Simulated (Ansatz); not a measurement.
# KLiCl2: the band gap up the ladder of functionals

An exercise on one series of results from a longer session: the logs are not shown, and one member is left open.

Program: Ansatz 0.2.0. PAW datasets, plane waves. Spin-unpolarised throughout. Whether this structure exists isn't addressed.

### The cell

The cell was relaxed beforehand with r2SCAN.

It is trigonal, R-3m (No. 166); conventional cell a = 3.978 Å, c = 20.454 Å, 23.36 Å³ an atom. Around Li lie 6 Cl at 2.69 Å; around K lie 6 Cl at 3.06 Å; around Cl lie 3 Li at 2.69 Å and 3 K at 3.06 Å.

Structure file:

Space group R-3m:H (No. 166). a = 3.978 Å, b = 3.978 Å, c = 20.454 Å, α = 90.00°, β = 90.00°, γ = 120.00°
| atom | site | symmetry | x | y | z |
| --- | --- | --- | --- | --- | --- |
| Li | 3a | -3m | 0.0000 | 0.0000 | 0.0000 |
| K | 3b | -3m | 0.3333 | 0.6667 | 0.1667 |
| Cl | 6c | 3m | 0.0000 | 0.0000 | 0.2653 |

The first run:

input.yaml reads:

```yaml
crystal:
  lattice:
    - [1.9888967187, 1.1482900559, 6.817969049]
    - [-1.9888967187, 1.1482900559, 6.817969049]
    - [0.0, -2.2965801119, 6.817969049]
  atoms:
    - { symbol: Li, position: [1.0, 0.0, 0.0] }
    - { symbol: K, position: [0.5, 0.5, 0.5] }
    - { symbol: Cl, position: [0.2652501053, 0.2652501053, 0.2652501053] }
    - { symbol: Cl, position: [0.7347498947, 0.7347498947, 0.7347498947] }
kpoints:
  mp_grid: { grid: [8, 8, 8] }
  band_path:
    path:
      - [[0.0, 0.0, 0.0], [0.5, 0.5, 0.5], [0.8144228818344, 0.1855771181656, 0.5]]
      - [[0.5, -0.1855771181656, 0.1855771181656], [0.5, 4.307533716526e-17, -2.760365575615e-17], [0.0, 0.0, 0.0], [0.3427885590828, -0.3427885590828, -9.544534893228e-18]]
      - [[0.6572114409172, 1.547168140912e-17, 0.3427885590828], [0.5, 1.547168140912e-17, 0.5], [0.0, 0.0, 0.0]]
    npoints: 10
hamiltonian:
  xc: pbe
scf:
  occupations: { method: fermi_dirac, width: 0.02 }
  n_extra_bands: 5
output:
  forces: true
  stress: true
  eigenvalues: true
```

The run is started by

```bash
$ ansatz run input.yaml --threads 2 --pin off --max-ram 2211MiB --backend cpu --events-out ev --progress --plain --runs-dir out
```

Steps of the session up to this table: PBE bands along the symmetry lines; r2SCAN at the same geometry; HSE06; Quasiparticle levels, G0W0@PBE; PBE0 at the same geometry.

One of the session's tables, all rows but one given; the rest of the session is left out.

```
                     level  gap (eV)
                       PBE      5.32
                    r2SCAN         ?
                     HSE06      6.64
G0W0@PBE (278 empty bands)      7.79
                      PBE0      7.37
```

**Question.** Estimate the row for r2SCAN.

**Answer.** gap (eV): 5.99. In the column «gap (eV)» it lies between PBE (5.32) and HSE06 (6.64).

Meshes: PBE 8×8×8, r2SCAN 8×8×8, HSE06 6×6×6, PBE0 6×6×6

What this shows: The gap runs from 5.32 eV (PBE) to 7.79 eV (G0W0@PBE (278 empty bands)). PBE reaches 68 % of the G0W0@PBE value, and r2SCAN 77 %. PBE0 lies 0.73 eV above HSE06, which differs from it by screening the long-range exchange. G0W0 here is at a finite number of bands, screening cutoff and k mesh, not at the basis limit.

Limits of these values: Warnings in the runs' records: stress exchange threshold loose, stress scf threshold loose.
